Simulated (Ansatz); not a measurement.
**CH₃Cl₃Ge: how energies converge with the basis set**

One table from this session's results is given with a row withheld; the runs are named, their logs left out.

Method: one geometry, several basis sets; program: Ansatz 0.2.0, Gaussian basis.

Levels to be run: PBE0-D4/def2-SVP; ωB97M-V/def2-SVP; PBE0-D4/def2-QZVPP; ωB97M-V/def2-QZVPP; the functionals' def2-TZVPP values are taken from earlier runs.

## The relaxed structure

An earlier PBE0-D4 in a triple-zeta def2 set relaxation fixed the geometry.

SMILES `Cl[CH2][GeH]([Cl])[Cl]`, 8 atoms, charge 0, spin multiplicity 1.

Atoms are counted from 1 here; the program's logs count them from 0.

Bond lengths: Cl1–C2 1.767 Å, C2–Ge3 1.956 Å, C2–H6 1.090 Å, C2–H7 1.090 Å, Ge3–Cl4 2.137 Å, Ge3–Cl5 2.137 Å, Ge3–H8 1.533 Å. Angles: Cl1–C2–Ge3 111.9°, Cl1–C2–H6 108.6°, Cl1–C2–H7 108.6°, Ge3–C2–H6 109.2°, Ge3–C2–H7 109.3°, H6–C2–H7 109.2°, C2–Ge3–Cl4 108.7°, C2–Ge3–Cl5 108.7°, C2–Ge3–H8 114.0°, Cl4–Ge3–Cl5 108.6°, Cl4–Ge3–H8 108.4°, Cl5–Ge3–H8 108.4°.

Set-up of the first run:

in.yaml reads:

```yaml
crystal:
  periodic: [false, false, false]
  atoms:
    - {symbol: Cl, position_ang: [2.255315, 0.273632, 0.085950]}
    - {symbol: C, position_ang: [0.739832, -0.450785, 0.634680]}
    - {symbol: Ge, position_ang: [-0.791731, 0.199604, -0.392697]}
    - {symbol: Cl, position_ang: [-0.480785, -0.263048, -2.455361]}
    - {symbol: Cl, position_ang: [-0.906567, 2.322823, -0.181879]}
    - {symbol: H, position_ang: [0.597363, -0.204072, 1.686969]}
    - {symbol: H, position_ang: [0.812221, -1.533116, 0.526094]}
    - {symbol: H, position_ang: [-2.133549, -0.402138, 0.040345]}
basis:
  gaussian: {orbitals: def2-SVP}
hamiltonian: {xc: pbe0, dispersion: d4}
output: {orbitals: {seedname: orbitals}}
```

Started as:

```
ansatz run in.yaml --threads 4 --pin off --events-out ev --progress --plain --max-ram 10444MiB
```

Steps of the session up to this table: PBE0-D4 in def2-SVP; ωB97M-V in def2-SVP; PBE0-D4 in def2-QZVPP; ωB97M-V in def2-QZVPP.

One of the session's tables, all rows but one given; the rest of the session is left out.

It belongs to the step «Functionals by basis». 

```
functional       basis  HOMO (eV)
   PBE0-D4    def2-SVP      -8.25
   PBE0-D4  def2-TZVPP      -8.40
   PBE0-D4  def2-QZVPP          ?
   ωB97M-V    def2-SVP     -10.41
   ωB97M-V  def2-TZVPP     -10.60
   ωB97M-V  def2-QZVPP     -10.65
```

Estimate the missing values for PBE0-D4, def2-QZVPP.

**Answer.** HOMO (eV): -8.43. In the column «HOMO (eV)» it lies between ωB97M-V, def2-SVP (-10.41) and PBE0-D4, def2-TZVPP (-8.40).
